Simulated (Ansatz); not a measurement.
The same calculation of CHBCl2Se, SMILES ClB(Cl)C=[Se] as a Python script and as an input file (the Ansatz DFT code, driven from Python).

`opt_chbcl2se.py`:
```python
# -*- coding: utf-8 -*-
"""Minimum-energy structure of CHBCl2Se."""

import argparse
import warnings

import ansatz as az
import numpy as np

parser = argparse.ArgumentParser(description="Minimum-energy structure of CHBCl2Se.")
parser.add_argument("--basis", required=True, help="basis")
parser.add_argument("--xc", required=True, help="exchange-correlation functional")
args = parser.parse_args()

warnings.simplefilter("ignore", az.DeckWarning)

mol = (
    az.Crystal.molecule()
    .atom("Cl", [-1.4602, 1.6973, -0.4233])
    .atom("B", [-0.8112, 0.0048, -0.0917])
    .atom("Cl", [-1.9722, -1.4246, -0.0036])
    .atom("C", [0.7199, -0.2151, 0.1137])
    .atom("Se", [2.4153, 1.1462, 0.0958])
    .atom("H", [1.1083, -1.2086, 0.3091])
)

calculation = (
    mol.calculation()
    .basis(gaussian=args.basis)
    .functional(args.xc)
)
symbols = [site.symbol for site in mol.cartesian_sites]
start = np.array([site.position_ang for site in mol.cartesian_sites], dtype=float)
def progress(event):
    if event["event"] == "relax_step":
        row = event["data"]
        print(f"step {row['step']:3d}  E = {row['lagrangian_ev']:.6f} eV  largest force component {row['allowed_force_max_ev_ang']:.4f} eV/A")


summary = calculation.relax(force_tolerance=0.005).session().plan().execute(on_event=progress).report
end = np.array(summary["positions_ang"])

print("reference energy %16.6f eV" % summary["reference_energy_ev"])
print("total energy     %16.6f eV" % summary["free_energy_ev"])
print("occupied orbitals outside the frozen core (up, down):", summary["n_occupied"], " frozen:", summary["n_frozen"], " virtual:", summary["n_virtual"])

print("final positions (A) and the move of each atom")
for symbol, xyz, old in zip(symbols, end, start):
    print(f"{symbol:2s} {xyz[0]:10.5f} {xyz[1]:10.5f} {xyz[2]:10.5f}   {np.linalg.norm(xyz - old):7.4f}")

charges = summary["charge_distribution"]
dipole = np.array(charges["dipole_moment_e_ang"]) * 4.803205
print("dipole (D): {:.3f} {:.3f} {:.3f}, length {:.3f}".format(*dipole, np.linalg.norm(dipole)))
print("atom  Mulliken   Lowdin")
for symbol, m, l in zip(symbols, charges["mulliken_charges_e"], charges["lowdin_charges_e"]):
    print(f"{symbol:4s} {m:9.3f} {l:8.3f}")
```

```console
$ python opt_chbcl2se.py --basis def2-SVP --xc pbe
step   1  E = -92084.890879 eV  largest force component 3.8909 eV/A
step   2  E = -92086.058226 eV  largest force component 2.5717 eV/A
step   3  E = -92086.247678 eV  largest force component 2.6906 eV/A
step   4  E = -92086.307164 eV  largest force component 1.3676 eV/A
step   5  E = -92086.415646 eV  largest force component 0.2157 eV/A
step   6  E = -92086.417543 eV  largest force component 0.0956 eV/A
step   7  E = -92086.417917 eV  largest force component 0.0998 eV/A
step   8  E = -92086.419710 eV  largest force component 0.0521 eV/A
step   9  E = -92086.420095 eV  largest force component 0.0098 eV/A
step  10  E = -92086.420092 eV  largest force component 0.0204 eV/A
step  11  E = -92086.420120 eV  largest force component 0.0042 eV/A
reference energy    -92086.420149 eV
total energy        -92086.420149 eV
occupied orbitals outside the frozen core (up, down): [40, 40]  frozen: 0  virtual: [61, 61]
final positions (A) and the move of each atom
Cl   -1.39595    1.65425   -0.41145    0.0782
B    -0.73569    0.06299   -0.09268    0.0953
Cl   -1.83036   -1.31873   -0.00051    0.1770
C     0.79417   -0.19733    0.11847    0.0765
Se    2.06700    1.04443    0.07588    0.3634
H     1.10072   -1.24561    0.31029    0.0378
dipole (D): 0.235 -0.591 0.113, length 0.646
atom  Mulliken   Lowdin
Cl       0.001    0.408
B       -0.009   -0.901
Cl      -0.017    0.390
C       -0.088   -0.142
Se       0.019    0.230
H        0.093    0.016
```

`input.yaml`:
```yaml
crystal:
  periodic: [false, false, false]
  atoms:
    - { symbol: Cl, position_ang: [-1.4602, 1.6973, -0.4233] }
    - { symbol: B, position_ang: [-0.8112, 0.0048, -0.0917] }
    - { symbol: Cl, position_ang: [-1.9722, -1.4246, -0.0036] }
    - { symbol: C, position_ang: [0.7199, -0.2151, 0.1137] }
    - { symbol: Se, position_ang: [2.4153, 1.1462, 0.0958] }
    - { symbol: H, position_ang: [1.1083, -1.2086, 0.3091] }
basis:
  gaussian:
    orbitals: def2-SVP
hamiltonian:
  xc: pbe
relax:
  f_tol: 0.005
```

Reading the output:
- Total energies depend on the basis set; only differences at equal settings carry meaning.
- The end point is the stationary point reached from this start; no frequency run checks that it is a minimum, and the basis set is modest.
- The Löwdin charges here are taken after orthogonalising the functions within each atom; they differ from plain Löwdin charges, and their signs can be unphysical.
- Wall time of the script: 46 s on 1 thread of Arm Neoverse V1, on a shared host, peak memory 0.22 GiB.

(A comment or docstring line of the script was reworded after the run, the code is as it ran; lines on the test bed's own set-up are left out of the output.)
